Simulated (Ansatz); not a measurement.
# TiO (triplet): wave-function methods side by side, def2-TZVPP

The task here is to estimate one member of a computed series from the others.

The runs use Ansatz 0.2.0, Gaussian basis; def2-TZVPP, core rule «outside noble gas», up to 10 orbitals frozen.

To be run: UHF; ROHF; CCSD(T) on UHF.

2 further runs of the same task are left out: 2 set aside as unsound or not needed.

**The system**

The geometry is a PBE0/def2-TZVP stationary point (not a proven minimum).

2 atoms, charge 0, spin multiplicity 3.

Atoms are counted from 1 here; the program's logs count them from 0.

Bond lengths: Ti1–O2 1.599 Å.

The first run:

in.yaml

```yaml
crystal:
  periodic: [false, false, false]
  atoms:
    - {symbol: Ti, position_ang: [0.000000, 0.000000, 0.000000]}
    - {symbol: O, position_ang: [0.000000, 0.000000, 1.599408]}
basis:
  gaussian: {orbitals: def2-TZVPP}
magnetization: {spin_polarized: true, initial_magnetization: 2}
hamiltonian: {xc: hf}
output: {orbitals: {seedname: orbitals}}
```

On the command line:

```
> ansatz run in.yaml --threads 1 --pin off --events-out ev --progress --plain --max-ram 2816MiB --backend cpu
```

Steps of the session up to this table: UHF; ROHF; CCSD(T) on UHF.

One table of the session follows, with a row left open; its other results are not shown here.

It belongs to the step «Misses and costs». 

| method | from UCCSD(T) (meV) |
| --- | --- |
| ROHF | +9851.8 |
| UHF | +9701.6 |
| UMP2 | ? |
| UCCSD | +729.2 |
| UCCSD(T) | 0 |

Estimate the missing values for UMP2.

**Answer.** from UCCSD(T) (meV): +261.9. In the column «from UCCSD(T) (meV)» it lies between UCCSD(T) (0) and UCCSD (+729.2).

With the free atoms at the same levels and basis (separate runs), the atomisation energy is 6.420 eV at UCCSD(T), 2.721 eV at ROHF.
